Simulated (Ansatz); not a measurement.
## MnO2: single point with PBEsol

Crystal: MnO2.

```
CELL_PARAMETERS angstrom
0.00000 4.01999 4.01999
4.01999 0.00000 4.01999
4.01999 4.01999 0.00000
ATOMIC_POSITIONS crystal
Mn 0.12500 0.12500 0.12500
Mn 0.12500 0.12500 0.62500
Mn 0.62500 0.12500 0.12500
Mn 0.12500 0.62500 0.12500
O 0.36095 0.36095 0.36095
O 0.36095 0.36095 0.91714
O 0.91714 0.36095 0.36095
O 0.36095 0.91714 0.36095
O 0.88905 0.88905 0.33286
O 0.88905 0.88905 0.88905
O 0.88905 0.33286 0.88905
O 0.33286 0.88905 0.88905
```

The cell is a database's computed one.

| Property | Result |
| --- | --- |
| Program | Ansatz 0.2.0 |
| Task | single point |
| Functional | PBEsol |
| Potentials or basis | Ansatz PAW |
| Cutoff | 420 eV (not typed: the program's choice for these potentials) |
| k mesh | 6 × 6 × 6 |
| Occupations | fermi-dirac, width 0.05 eV |
| Spin | collinear spin, ferromagnetic start |
| Starting moments | [5.5, 5.5, 5.5, 5.5, 0.0, 0.0, 0.0, 0.0, 0.0, 0.0, 0.0, 0.0] μB |

```
Pressure               : -2.2 GPa
Largest force          : 0.151 eV/Å
Band gap on the k mesh : 0.39 eV, indirect (least direct gap 0.54 eV)
Net moment             : 12.00 μB per cell
Absolute moment        : 12.11 μB per cell
Site moments           : Mn +2.48; O +0.06 μB
```

Forces on the atoms (eV/Å):
```
Mn   0.000  0.000  0.000
Mn   0.000  0.000  0.000
Mn   0.000  0.000  0.000
Mn   0.000  0.000  0.000
O   -0.087 -0.087 -0.087
O    0.087  0.087 -0.087
O   -0.087  0.087  0.087
O    0.087 -0.087  0.087
O   -0.087 -0.087  0.087
O    0.087  0.087  0.087
O   -0.087  0.087 -0.087
O    0.087 -0.087 -0.087
```

Levels at points of the mesh, in eV from the valence-band top:
Spin up:
| k point | band 56 | band 57 | band 58 | band 59 | band 60 | band 61 | band 62 | band 63 | band 64 | band 65 |
| --- | --- | --- | --- | --- | --- | --- | --- | --- | --- | --- |
| (0.00, 0.00, 0.00) | -0.91 | -0.66 | -0.66 | -0.66 | -0.15 | 2.62 | 2.62 | 2.62 | 3.05 | 3.05 |
| (0.00, 0.00, -0.50) | -0.56 | -0.34 | -0.34 | -0.33 | -0.06 | 2.36 | 2.36 | 2.36 | 2.36 | 2.37 |
| (0.00, -0.50, -0.50) | -0.19 | -0.07 | -0.07 | -0.04 | -0.04 | 1.85 | 1.85 | 2.28 | 2.28 | 2.58 |
Spin down:
```
             k point  band 45  band 46  band 47  band 48  band 49  band 50  band 51  band 52
  (0.00, 0.00, 0.00)    -2.04    -0.75    -0.75    -0.75     0.39     0.39     1.55     1.55
 (0.00, 0.00, -0.50)    -1.68    -1.68    -0.84    -0.84     1.05     1.05     1.83     1.83
(0.00, -0.50, -0.50)    -1.65    -1.65    -1.18    -1.18     1.44     1.44     1.73     1.73
```

Run time: 6.8 s on 4 threads of Arm Neoverse V2 (shared host), peak memory 0.69 GiB.

Caveat: the pressure holds a Pulay correction of +0.8 GPa for the finite cutoff; only a ferromagnetic start was run, and an antiferromagnetic order may lie lower in energy; the PAW data sets come from PBE, with cores solved anew for the run's functional, which leaves a small shift of forces and pressure. A k mesh can miss the band edges.
